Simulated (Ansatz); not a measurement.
# TiB2 (AlB2 type): the cost of one run

Program: Ansatz 0.2.0. Level of theory: DFT r²SCAN, with the methods named in each step. These are calculated values, not measurements.

### 1 The system as given

The structure is hexagonal, space group P6/mmm (No. 191). Conventional cell: a = 3.158 Å, b = 3.158 Å, c = 3.474 Å, α = 90.00°, β = 90.00°, γ = 120.00°. Around Ti (site symmetry 6/mmm) lie 12 B at 2.52 Å. B (site symmetry -6m2) has 3 B at 1.82 Å and 6 Ti at 2.52 Å in its first shell of neighbours.

Coordinates:

```xyz
3
Lattice="3.1579 0.0000 0.0000 -1.5790 2.7348 0.0000 0.0000 0.0000 3.4737" Properties=species:S:1:pos:R:3 pbc="T T T"
Ti    0.0000    0.0000    0.0000
B     0.0000    1.8232    1.7368
B     1.5790    0.9116    1.7368
```

Whether this phase is the stable one at these pressures isn't tested.

Atoms are numbered in the order of the input: Ti1, B2, B3.

### 2 Cell relaxed at zero pressure, PAW

File input.yaml:

```yaml
crystal:
  lattice:
    - [3.1579068305, 0.0, 0.0]
    - [-1.5789534152, 2.734827538, 0.0]
    - [0.0, 0.0, 3.4736975135]
  atoms:
    - { symbol: Ti, position: [0.0, 0.0, 0.0] }
    - { symbol: B, position: [0.3333333333, 0.6666666667, 0.5] }
    - { symbol: B, position: [0.6666666667, 0.3333333333, 0.5] }
kpoints:
  mp_grid: { grid: [12, 12, 10] }
scf:
  occupations: { method: fermi_dirac, width: 0.08 }
hamiltonian:
  xc: r2scan
  pseudopotentials: { kind: paw }
output:
  forces: true
  stress: true
relax:
  f_tol: 0.005
  max_steps: 40
  cell: {}
```

Command:

```bash
> ansatz run input.yaml --threads 1 --pin off --max-ram 3072MiB --backend cpu --events-out ev --progress --plain --runs-dir out
```

What time and memory should one allow on 1 thread of Intel Xeon at 2.50GHz (Skylake/Cascade Lake), shared host?

About 78 s, with a peak of 0.46 GiB.
